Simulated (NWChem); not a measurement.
**One shape, several levels: doublet C2H3BrO+**

Wanted: a comparison of 3 runs (UHF/3-21G, UB3LYP/6-31G*, UPBE/6-31G*) of doublet C2H3BrO+. 

The calculation is run with NWChem 7.3.0.

6 further runs of the same task are left out: 1 that didn't finish, 5 set aside as unsound or not needed. Runs told in other sessions of the task aren't counted.

## Step 1: Starting point

C2H3BrO+ has 7 atoms, charge +1, and is taken as a doublet. SMILES of the parent species: `CC(=O)Br`. Geometry: relaxed at PBE0-D4/def2-TZVP. That shape belongs to the parent species and isn't relaxed for this state.

Bond lengths: C1–C2 1.490 Å, C2–O3 1.176 Å, C2–Br4 1.977 Å, C1–H5 1.089 Å, C1–H6 1.091 Å, C1–H7 1.091 Å. Angles: C1–C2–O3 128.3°, C1–C2–Br4 111.6°, O3–C2–Br4 120.1°, C2–C1–H5 109.4°, C2–C1–H6 109.3°, C2–C1–H7 109.3°, H5–C1–H6 110.7°, H5–C1–H7 110.7°, H6–C1–H7 107.4°.

## Step 2: The energy at UHF/3-21G (run 1)

Input file mymol.nw:

```
start mymol
title "C2H3BrO hf"
memory 2200 mb
charge 1

geometry units atomic noautosym nocenter noautoz
C   0.59945892  1.11295420  0.42258056
C  -0.65426098 -1.38214569  0.06117043
O  -1.15178807 -2.90877983  1.59632725
Br -1.49662530 -1.98863439 -3.52774073
H   1.03377468  1.37623084  2.41781009
H  -0.64868629  2.60719844 -0.25602010
H   2.31816483  1.18315753 -0.71412750
end

basis spherical bse
* library 3-21G
end

scf
doublet
uhf
thresh 1e-08
maxiter 80
end

task scf energy
```

The run is started by

```console
$ nwchem mymol.nw > mymol.out
```

Standard output:

```text
[...]
  functions       =    55
[...]
  wavefunction    = UHF
[...]
         Total SCF energy =  -2711.193951095297
      One electron energy =  -4215.946419463819
      Two electron energy =   1275.747888708004
 Nuclear repulsion energy =    229.004579660517
                       Sz =      0.5000
                 Sz(Sz+1) =      0.7500
                      S^2 =      0.8257
[...]
```

It took 6.6 s on 1 thread of Intel Xeon Platinum 8559C (Emerald Rapids), shared host; peak memory 0.11 GiB.

## Step 3: The energy at UB3LYP/6-31G(d) (Cartesian functions) (run 2)

Input file calc.nw:

```
START calc
TITLE "C2H3BrO energy"
memory stack 880 mb heap 220 mb global 1100 mb
charge 1

GEOMETRY units angstrom noautosym nocenter noautoz
 C     0.317220    0.588950    0.223620
 C    -0.346220   -0.731400    0.032370
 O    -0.609500   -1.539260    0.844740
 Br   -0.791980   -1.052340   -1.866800
 H     0.547050    0.728270    1.279450
 H    -0.343270    1.379670   -0.135480
 H     1.226720    0.626100   -0.377900
END

BASIS cartesian
 * library 6-31G*
END

DFT
 xc b3lyp
 mult 2
 grid xfine
 convergence energy 1e-08
 maxiter 100
 mulliken
 print low
END

TASK dft energy
```

The run is started by

```console
$ nwchem calc.nw > calc.out
```

Standard output:

```text
[...]
 d= 0,ls=0.0,diis     1  -2726.3108693677 -2.96D+03  2.34D-02  2.95D+00     6.2
[...]
 d= 0,ls=0.5,diis    56  -2726.7459256464 -9.73D-09  1.00D-07  3.58D-08   240.7
[...]
         Total DFT energy =    -2726.745925653534
      One electron energy =    -4228.835711002752
           Coulomb energy =     1384.537713841784
    Exchange-Corr. energy =     -111.452524638610
 Nuclear repulsion energy =      229.004596146044
[...]
      Total Density - Mulliken Population Analysis
     ---------------------------------------------
    Atom       Charge   Shell Charges
 -----------   ------   -------------------------------------------------------
    1 C    6     6.54   1.99  0.69  2.16  0.69  0.98  0.03
    2 C    6     5.64   1.99  0.76  1.88  0.44  0.51  0.05
    3 O    8     8.08   1.99  0.96  2.79  1.00  1.32  0.01
    4 Br  35    34.58   2.00  1.99  6.00  1.93  5.98  1.69  3.67  0.29  0.93  7.02  2.95  0.14
    5 H    1     0.72   0.51  0.21
    6 H    1     0.72   0.50  0.22
    7 H    1     0.72   0.50  0.22
[...]
      <S2> =      0.7633 (Exact =     0.7500)
[...]
```

It took 4.1 min on 1 thread of Intel Xeon Platinum 8559C (Emerald Rapids), shared host; peak memory 0.14 GiB.

## Step 4: The energy at UPBE/6-31G(d) (spherical functions) (run 3)

Input file run.py:

```python
from ase import Atoms
from ase.calculators.nwchem import NWChem

atoms = Atoms(['C', 'C', 'O', 'Br', 'H', 'H', 'H'], positions=[
    [0.317220, 0.588950, 0.223620],
    [-0.346220, -0.731400, 0.032370],
    [-0.609500, -1.539260, 0.844740],
    [-0.791980, -1.052340, -1.866800],
    [0.547050, 0.728270, 1.279450],
    [-0.343270, 1.379670, -0.135480],
    [1.226720, 0.626100, -0.377900],
])

calc = NWChem(
    label='m1',
    theory='dft',
    memory='2200 mb',
    basis='6-31G*',
    basispar='spherical bse',
    charge=1,
    dft={'xc': 'xpbe96 cpbe96', 'mult': '2', 'grid': 'xfine', 'convergence': 'energy 1e-08', 'iterations': '100', 'mulliken': None},
    task='energy',
)
atoms.calc = calc

print("Total energy (eV):", round(atoms.get_potential_energy(), 6))
```

The run is started by

```console
$ export ASE_NWCHEM_COMMAND="nwchem PREFIX.nwi > PREFIX.nwo"
$ python run.py
```

Standard output:

```text
Total energy (eV): -74182.421836
```

The calculator wrote m1.nwi:

```
title "m1"

permanent_dir m1

scratch_dir m1

start m1

geometry units angstrom nocenter noautosym noautoz
  C  3.1722000000000000e-01 5.8894999999999997e-01 2.2362000000000001e-01
  C  -3.4622000000000003e-01 -7.3140000000000005e-01 3.2370000000000003e-02
  O  -6.0950000000000004e-01 -1.5392600000000001e+00 8.4474000000000005e-01
  Br -7.9198000000000002e-01 -1.0523400000000001e+00 -1.8668000000000000e+00
  H  5.4705000000000004e-01 7.2826999999999997e-01 1.2794500000000000e+00
  H  -3.4327000000000002e-01 1.3796700000000000e+00 -1.3547999999999999e-01
  H  1.2267200000000000e+00 6.2609999999999999e-01 -3.7790000000000001e-01
end

charge 1

memory 2200 mb

basis spherical bse noprint
   * library 6-31G*
end

dft
  xc xpbe96 cpbe96
  mult 2
  grid xfine
  convergence energy 1e-08
  iterations 100
  mulliken
end

task dft energy
```

m1.nwo:

```text
Northwest Computational Chemistry Package (NWChem) 7.3.0
             --------------------------------------------------------

           Job information
           ---------------

    nwchem branch   = 7.3.0
    use scalapack   = T
    input           = m1.nwi
    prefix          = m1.
    data base       = m1/m1.db
    status          = startup
    nproc           =        1

           Memory information
           ------------------

    heap     =     72089600 doubles =      550.0 Mbytes
    stack    =     72089597 doubles =      550.0 Mbytes
    global   =    144179200 doubles =     1100.0 Mbytes (distinct from heap & stack)
    total    =    288358397 doubles =     2200.0 Mbytes
    verify   = yes
    hardfail = no

           Directory information
           ---------------------

  0 permanent = m1
  0 scratch   = m1

                                NWChem Input Module
                                -------------------

                                        m1
                                        --

[... 28 lines left out ...]
            Nuclear Dipole moment (a.u.)
[... 70 lines left out ...]
  convergence criterion.
[... 16 lines left out ...]
          Convergence on density requested:  1.00D-05
[... 21 lines left out ...]
          Spatial weights used:  Erf1
[... 3 lines left out ...]
          Convergence aids based upon iterative change in
[... 110 lines left out ...]
         Total DFT energy =    -2726.153742019396
[... 1 line left out ...]
           Coulomb energy =     1384.599403757833
[... 1 line left out ...]
 Nuclear repulsion energy =      229.004596146043
[... 572 lines left out ...]
                     DFT Final Beta Molecular Orbital Analysis
[... 657 lines left out ...]
   alpha     71     72     73     74     75     76     77     78     79     80
    beta     71     72     73     74     75     76     77     78     79     80
 overlap   1.000  1.000  1.000  1.000  1.000  0.998  0.999  0.998  0.999  1.000

     --------------------------
     Expectation value of S2:
     --------------------------
      <S2> =      0.7543 (Exact =     0.7500)

 center of mass
 --------------
 x =  -1.10595956 y =  -1.65513345 z =  -2.02650014

 moments of inertia (a.u.)
 ------------------
         701.676811284052         -87.755804455766        -120.579394875527
         -87.755804455766         605.340223230077         -80.493954417103
        -120.579394875527         -80.493954417103         228.779828646815

     Multipole analysis of the density
     ---------------------------------

     L   x y z        total         alpha         beta         nuclear
     -   - - -        -----         -----         ----         -------
     0   0 0 0      1.000000    -29.000000    -28.000000     58.000000

     1   1 0 0     -0.466842     29.997500     28.757403    -59.221745
[... 8 lines of this table left out ...]
     2   0 0 2    -16.549887   -244.862921   -235.161625    463.474658

 Task  times  cpu:       71.9s     wall:       71.9s
 Total times  cpu:       71.9s     wall:       71.9s
```

Run time: 73 s. Hardware: 1 thread of Intel Xeon Platinum 8559C (Emerald Rapids), shared host; peak memory 0.14 GiB.

## Step 5: All runs side by side

```tsv
run	level	Cartesian functions	iteration cap	energy (Eh)	HOMO energy (eV)	LUMO energy (eV)	⟨S²⟩	wall time
1	UHF/3-21G	no	80	-2711.193951	-17.83	-7.34	0.826	6.6 s
2	UB3LYP/6-31G* (Cartesian functions)	yes	100	-2726.745926	–	–	0.763	4.1 min
3	UPBE/6-31G* (spherical functions)	no	100	-2726.153742	-14.04	-13.74	0.754	73 s
```

## Step 6: Outcome

| quantity | value |
| --- | --- |
| run 3: total energy | -2726.15374 Eh |
| run 3: HOMO energy (highest over α and β) | -14.04 eV |
| run 3: LUMO energy (lowest over α and β) | -13.74 eV |
| run 3: ⟨S²⟩ | 0.754 |

Totals of different functionals can't be ranked against each other. All runs together took 5.4 min, the longest 4.1 min.
